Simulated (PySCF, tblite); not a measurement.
# C5H13NOSi2: geometry, infrared bands and NMR shifts

What infrared bands and NMR shifts should C5H13NOSi2 (`C#C[Si@](N)([SiH3])CCOC`) show?

Programs: tblite 0.8.0 and PySCF 2.14.0, with density-fitted response routines of our own. Each step states its level of theory. These are calculated values for one molecule in the gas phase, unless marked as measured. Atoms are numbered from 0 throughout.

## Step 1: The molecule as given

22 atoms, charge 0, multiplicity 1; geometry from: force field or distance geometry start.

Bonds of the start (Å): C0–C1 1.19, C1–Si2 1.89, Si2–N3 1.73, Si2–Si4 2.34, Si2–C5 1.87, C5–C6 1.53, C6–O7 1.43, O7–C8 1.42, C0–H9 1.07, N3–H10 1.03, N3–H11 1.01, Si4–H12 1.48, Si4–H13 1.48, Si4–H14 1.49, C5–H15 1.09, C5–H16 1.09, C6–H17 1.09, C6–H18 1.10, C8–H19 1.10, C8–H20 1.09, C8–H21 1.09.

## Step 2: Optimising the geometry with GFN2-xTB

Job settings and geometry (Å):

```
{"job": {"kind": "relax", "xc": "GFN2-xTB", "basis": "xTB"}, "charge": 0, "multiplicity": 1}
C     -2.582100     2.059400     0.654100
C     -2.083500     1.054600     0.251500
Si    -1.279400    -0.541900    -0.368100
N     -2.532800    -1.318800    -1.275900
Si    -0.559800    -1.813200     1.463500
C      0.144500    -0.171000    -1.528600
C      1.246200     0.733700    -0.969300
O      2.024400    -0.004500    -0.018700
C      3.072400     0.772200     0.531800
H     -3.051500     2.958300     1.010700
H     -3.326700    -1.502800    -0.651600
H     -2.886200    -0.689300    -1.975700
H      0.155100    -3.034000     1.015400
H     -1.744600    -2.249200     2.237400
H      0.306800    -1.007900     2.370000
H      0.583600    -1.122700    -1.833800
H     -0.263900     0.315100    -2.416000
H      1.901700     1.037300    -1.785800
H      0.831500     1.631700    -0.485700
H      2.663300     1.639800     1.071200
H      3.618900     0.162400     1.244600
H      3.751700     1.110400    -0.253500
```

On the command line:

```console
$ OMP_NUM_THREADS=1 python probes_run.py task.json out
```

One launch serves the whole session: the jobs run in the order shown.

**Question.** This job is followed by: GFN2-xTB harmonic vibrations, gas phase; GIAO PBE0/pcSseg-1 NMR shielding, non-relativistic, gas phase. What will the session give for the following? strongest single infrared mode (GFN2-xTB); zero-point energy (GFN2-xTB); 13C shifts against TMS (PBE0/pcSseg-1); 1H shifts against TMS (PBE0/pcSseg-1, means over atoms taken as alike); 29Si shifts against TMS (PBE0/pcSseg-1); 15N shifts against NH3 (PBE0/pcSseg-1); 17O shifts against H2O (PBE0/pcSseg-1).

As calculated:

| quantity | value |
| --- | --- |
| strongest single infrared mode (GFN2-xTB) | 784 cm⁻¹, 446 km/mol |
| zero-point energy (GFN2-xTB) | 103.8 kcal/mol |
| 13C shifts against TMS (PBE0/pcSseg-1) | 101.1, 95.1, 72.4, 59.9, 23.7 ppm |
| 1H shifts against TMS (PBE0/pcSseg-1, means over atoms taken as alike) | 3.86, 3.54, 3.45, 3.39, 1.99, 1.45, 1.03, 0.52 ppm |
| 29Si shifts against TMS (PBE0/pcSseg-1) | -32.3, -111.8 ppm |
| 15N shifts against NH3 (PBE0/pcSseg-1) | 21.3 ppm |
| 17O shifts against H2O (PBE0/pcSseg-1) | 43.2 ppm |

What this shows: Over 114 steps the energy fell by 0.353 eV; of the close pairs, Si2–Si4 changed most, 2.343 to 2.303 Å. All 60 modes are real, so the xTB geometry is a minimum. The strongest single mode, at 784 cm⁻¹, moves mainly H14 and H12. Unscaled tight-binding wavenumbers are off by several per cent, some by more. Its intensities can rank the bands wrongly. At PBE0/pcSseg-1: The largest span, 302 ppm, is at C1, where the paramagnetic term is -173 ppm.
